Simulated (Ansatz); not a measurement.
# CsH3Ir2, relaxed

Wanted: the geometry at rest of CsH3Ir2 (a structure type of another compound, with these elements put in), relaxing cell and atoms, and its electronic structure there.

Computed, not measured: Ansatz 0.2.0, DFT, r2SCAN, no spin polarisation, plane waves, PAW.

**1. The structure**

The structure is tetragonal, space group I4_1/amd (No. 141). Conventional cell: a = 4.665 Å, b = 4.665 Å, c = 16.467 Å, α = 90.00°, β = 90.00°, γ = 90.00°. Cs (site symmetry -4m2) is surrounded by 12 H at 3.30 to 3.32 Å and 12 Ir at 3.56 to 3.63 Å. Around Ir (site symmetry 2mm) lie 3 H at 1.33 to 1.37 Å. H (site symmetry -4m2) is surrounded by 2 Ir at 1.33 Å. H (site symmetry 2/m) has 2 Ir at 1.37 Å as nearest neighbours.

In its conventional cell, by symmetry (the run takes the cell typed in the input):

```cif
data_structure
_symmetry_space_group_name_H-M 'I4_1/amd:1'
_symmetry_Int_Tables_number 141
_cell_length_a 4.6646
_cell_length_b 4.6646
_cell_length_c 16.4667
_cell_angle_alpha 90.000
_cell_angle_beta 90.000
_cell_angle_gamma 90.000
_cell_volume 358.29
loop_
_atom_site_label
_atom_site_type_symbol
_atom_site_symmetry_multiplicity
_atom_site_Wyckoff_symbol
_atom_site_fract_x
_atom_site_fract_y
_atom_site_fract_z
_atom_site_occupancy
Cs1 Cs 4 a 0.50000 0.00000 0.75000 1
Ir1 Ir 8 e 0.50000 0.50000 0.08100 1
H1 H 4 b 0.50000 0.50000 0.00000 1
H2 H 8 d 0.50000 0.25000 0.12500 1
```

The first density is read from a saved solution for the starting cell.

**2. Relaxing**

input.yaml

```yaml
crystal:
  lattice:
    - [0.0, 4.66456863, 0.0]
    - [4.66456863, 0.0, 0.0]
    - [2.33228432, 2.33228432, -8.23335426]
  atoms:
    - { symbol: Cs, position: [0.875, 0.125, 0.75] }
    - { symbol: Cs, position: [0.125, 0.875, 0.25] }
    - { symbol: Ir, position: [0.706, 0.456, 0.088] }
    - { symbol: Ir, position: [0.456, 0.706, 0.588] }
    - { symbol: Ir, position: [0.294, 0.544, 0.912] }
    - { symbol: Ir, position: [0.544, 0.294, 0.412] }
    - { symbol: H, position: [0.625, 0.375, 0.25] }
    - { symbol: H, position: [0.375, 0.625, 0.75] }
    - { symbol: H, position: [0.5, 0.5, 0.0] }
    - { symbol: H, position: [0.5, 0.0, 0.5] }
    - { symbol: H, position: [0.0, 0.5, 0.0] }
    - { symbol: H, position: [0.5, 0.5, 0.5] }
  symmetry: { tolerance: 0.0003 }
kpoints:
  mp_grid: { grid: [5, 5, 5], shift: [0, 0, 0] }
magnetization:
  spin_polarized: false
scf:
  occupations: { method: fermi_dirac, width: 0.1049 }
  lower_state_search: "off"
hamiltonian:
  pseudopotentials: { kind: paw }
  xc: r2scan
basis:
  ecutwfc: 500
  fft_grid_basis: typed
relax:
  max_steps: 40
  cell: { p_target: 0.0 }
output:
  forces: true
  stress: true
  eigenvalues: true
  bader: true
  populations: true
  elf: true
  write_potential: true
  volumetric_format: npy
  dos:
    e_range: [-12, 8]
    de: 0.05
    projected: { site_lists: { Cs: [Cs], H: [H], Ir: [Ir] } }
checkpoint:
  read: saved_state
```

Started as:

```
$ ansatz run input.yaml --threads 2 --pin off --max-ram 2560MiB --backend cpu --events-out ev --progress --plain --runs-dir out
```

Q: Predict the outcome of this session. Wanted: moves; energy gained; largest move; cell; volume; pressure at the end; character; Bader charges.

**Answer**, as computed:

| quantity | value |
| --- | --- |
| moves | 9 |
| energy gained | 855.6 meV/atom |
| largest move | 0.09 Å (Ir) |
| space group (0.01 Å), before / after | I4_1/amd / I4_1/amd |
| cell | a = 5.065 Å, b = 5.065 Å, c = 11.009 Å, α = 76.70°, β = 76.70°, γ = 90.00° |
| volume | 22.25 Å³/atom (+49.1 %) |
| pressure at the end | 0.01 GPa |
| formation energy (elements from separate runs) | 0.84 eV/atom |
| character | metal |
| density of states, mean within 0.25 eV of the Fermi level | 16 per eV per cell |
| Bader charges | Cs +0.78, Ir -0.08, H -0.24 to -0.19 e |

The volume grew by 49.1 %, and the largest move of an atom is 0.09 Å apart from the change of the cell; the energy fell by 855.6 meV per atom. The shape changed more than that tells: the edges moved by +9, +9, +24 %. The run held to 16 symmetry operations, so a lower structure without them is not ruled out. The cell is metallic; within 0.25 eV of the Fermi level the density of states averages 16 per eV per cell, mostly Ir d (87 %), but it varies sharply: 8.5 at the Fermi level itself, on this mesh. By Bader's partition Cs gives up most (+0.78 e) and H takes most (-0.20 e). Set against separate runs on the elements (Cs bcc, Ir fcc, H2 molecule), it forms at 0.84 eV per atom, so at this geometry it is not bound against them.

Caveats: many states at the Fermi level without spin polarisation, so a magnetic state may lie lower.
